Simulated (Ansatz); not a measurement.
# NbCd3: the cost of one run

Computed with Ansatz 0.2.0 (DFT LDA, scalar-relativistic, unless a step's input says otherwise).

### Step 1. The system as given

It takes space group Pm-3m (No. 221, cubic). The conventional cell has a = 4.215 Å, b = 4.215 Å, c = 4.215 Å, α = 90.00°, β = 90.00°, γ = 90.00°. Around Nb (site symmetry m-3m) lie 12 Cd at 2.98 Å. Cd (site symmetry 4/mmm) has 4 Nb at 2.98 Å and 8 Cd at 2.98 Å as nearest neighbours.

Structure file:

```cif
data_structure
_symmetry_space_group_name_H-M 'Pm-3m'
_symmetry_Int_Tables_number 221
_cell_length_a 4.2150
_cell_length_b 4.2150
_cell_length_c 4.2150
_cell_angle_alpha 90.000
_cell_angle_beta 90.000
_cell_angle_gamma 90.000
_cell_volume 74.88
loop_
_atom_site_label
_atom_site_type_symbol
_atom_site_symmetry_multiplicity
_atom_site_Wyckoff_symbol
_atom_site_fract_x
_atom_site_fract_y
_atom_site_fract_z
_atom_site_occupancy
Nb1 Nb 1 a 0.00000 0.00000 0.00000 1
Cd1 Cd 3 c 0.00000 0.50000 0.50000 1
```

The file gives the conventional cell by its symmetry; the runs use the cell typed in the input.

Atoms are numbered in the order of the input: Nb1, Cd2, Cd3, Cd4.

### Step 2. Volume × 0.94, LAPW

File input.yaml:

```yaml
crystal:
  lattice:
    - [4.1289554482, 0.0, 0.0]
    - [0.0, 4.1289554482, 0.0]
    - [0.0, 0.0, 4.1289554482]
  atoms:
    - { symbol: Nb, position: [0.0, 0.0, 0.0] }
    - { symbol: Cd, position: [0.0, 0.5, 0.5] }
    - { symbol: Cd, position: [0.5, 0.0, 0.5] }
    - { symbol: Cd, position: [0.5, 0.5, 0.0] }
kpoints:
  mp_grid: { grid: [9, 9, 9] }
  band_path:
    path:
      - [0.0, 0.0, 0.0]
      - [0.0, 0.5, 0.0]
      - [0.5, 0.5, 0.0]
      - [0.0, 0.0, 0.0]
      - [0.5, 0.5, 0.5]
      - [0.0, 0.5, 0.0]
      - [0.5, 0.5, 0.5]
      - [0.5, 0.5, 0.0]
    npoints: 5
scf:
  occupations: { method: fermi_dirac, width: 0.08 }
hamiltonian:
  xc: lda
  pseudopotentials: { kind: all_electron, lapw: { basis_error: 0.0005 } }
output:
  forces: true
  stress: true
  eigenvalues: true
```

The run is started by

```console
> ansatz run input.yaml --threads 1 --pin off --max-ram 4096MiB --backend cpu --events-out ev --progress --plain --runs-dir out
```

**Question.** How long does this run take on 1 thread of Arm Neoverse V1, shared host, and how much memory does it need?

About 75 s, with a peak of 0.54 GiB.
